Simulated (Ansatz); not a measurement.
# CH6BNO2: one species, many methods

One table from this session's results is given with a row withheld; the runs are named, their logs left out.

Computed with Ansatz 0.2.0, Gaussian basis. Level: functionals in def2-TZVPP, the program's frozen cores in correlated methods.

The runs, in order: PBE-D4, r2SCAN-D4, PBE0-D4, B3LYP-D4, ωB97X-V, ωB97M-V, B2PLYP; CCSD(T)/def2-TZVPP; CCSD(T)/def2-QZVPP; extrapolation to the limit.

## The geometry

An earlier PBE0-D4 in a triple-zeta def2 set relaxation fixed the geometry.

SMILES `OBNCO`, 11 atoms, charge 0, spin multiplicity 1.

Atoms are counted from 1 here; the program's logs count them from 0.

Bond lengths: O1–B2 1.366 Å, O1–H6 0.960 Å, B2–N3 1.407 Å, B2–H7 1.198 Å, N3–C4 1.433 Å, N3–H8 1.010 Å, C4–O5 1.406 Å, C4–H9 1.095 Å, C4–H10 1.093 Å, O5–H11 0.962 Å. Angles: B2–O1–H6 114.8°, O1–B2–N3 124.1°, O1–B2–H7 117.1°, N3–B2–H7 118.8°, B2–N3–C4 124.8°, B2–N3–H8 121.5°, C4–N3–H8 113.5°, N3–C4–O5 113.3°, N3–C4–H9 107.4°, N3–C4–H10 111.0°, O5–C4–H9 111.7°, O5–C4–H10 104.9°, H9–C4–H10 108.6°, C4–O5–H11 107.8°.

As a file:

```
O    -0.7712    1.7389    1.6624
B    -0.2750    1.1839    0.5171
N    -0.3863   -0.1802    0.1890
C     0.1574   -0.7857   -0.9906
O     1.2413   -1.6419   -0.7265
H    -1.2184    1.1230    2.2473
H     0.2867    1.9169   -0.2457
H    -0.8202   -0.8405    0.8180
H     0.4369    0.0222   -1.6751
H    -0.5853   -1.4176   -1.4834
H     1.9343   -1.1190   -0.3124
```

Set-up of the first run:

The input, in.yaml:

```yaml
crystal:
  periodic: [false, false, false]
  atoms:
    - {symbol: O, position_ang: [-0.771185, 1.738935, 1.662371]}
    - {symbol: B, position_ang: [-0.275036, 1.183900, 0.517077]}
    - {symbol: N, position_ang: [-0.386311, -0.180244, 0.189046]}
    - {symbol: C, position_ang: [0.157362, -0.785660, -0.990560]}
    - {symbol: O, position_ang: [1.241251, -1.641926, -0.726495]}
    - {symbol: H, position_ang: [-1.218444, 1.122963, 2.247268]}
    - {symbol: H, position_ang: [0.286698, 1.916941, -0.245707]}
    - {symbol: H, position_ang: [-0.820246, -0.840520, 0.817957]}
    - {symbol: H, position_ang: [0.436911, 0.022189, -1.675111]}
    - {symbol: H, position_ang: [-0.585331, -1.417615, -1.483410]}
    - {symbol: H, position_ang: [1.934341, -1.118975, -0.312445]}
basis:
  gaussian: {orbitals: def2-TZVPP}
hamiltonian: {xc: pbe, dispersion: d4}
output: {forces: true, orbitals: {seedname: orbitals}}
```

Command:

```sh
$ ansatz run in.yaml --threads 2 --pin off --events-out ev --progress --plain --max-ram 32768MiB --backend cpu
```

Among the steps run: PBE-D4 (GGA); r2SCAN-D4 (meta-GGA); PBE0-D4 (hybrid); B3LYP-D4 (hybrid); ωB97X-V (range-separated); ωB97M-V (range-separated); B2PLYP (double hybrid); CCSD(T) in def2-TZVPP; CCSD(T) in def2-QZVPP.

One table of the session follows, with a row left open; its other results are not shown here.

```
            method  atomisation energy (kJ/mol)
            PBE-D4                       4448.5
         r2SCAN-D4                       4340.5
           PBE0-D4                       4339.8
          B3LYP-D4                       4344.3
           ωB97X-V                       4341.9
           ωB97M-V                       4357.3
            B2PLYP                       4301.1
     HF/def2-TZVPP                       3063.5
    MP2/def2-TZVPP                       4310.1
   CCSD/def2-TZVPP                       4144.8
CCSD(T)/def2-TZVPP                            ?
           MP2/CBS                       4430.8
       CCSD(T)/CBS                       4328.2
```

Estimate the missing values for CCSD(T)/def2-TZVPP.

As computed: atomisation energy (kJ/mol): 4212.3. In the column «atomisation energy (kJ/mol)» it lies between CCSD/def2-TZVPP (4144.8) and B2PLYP (4301.1).
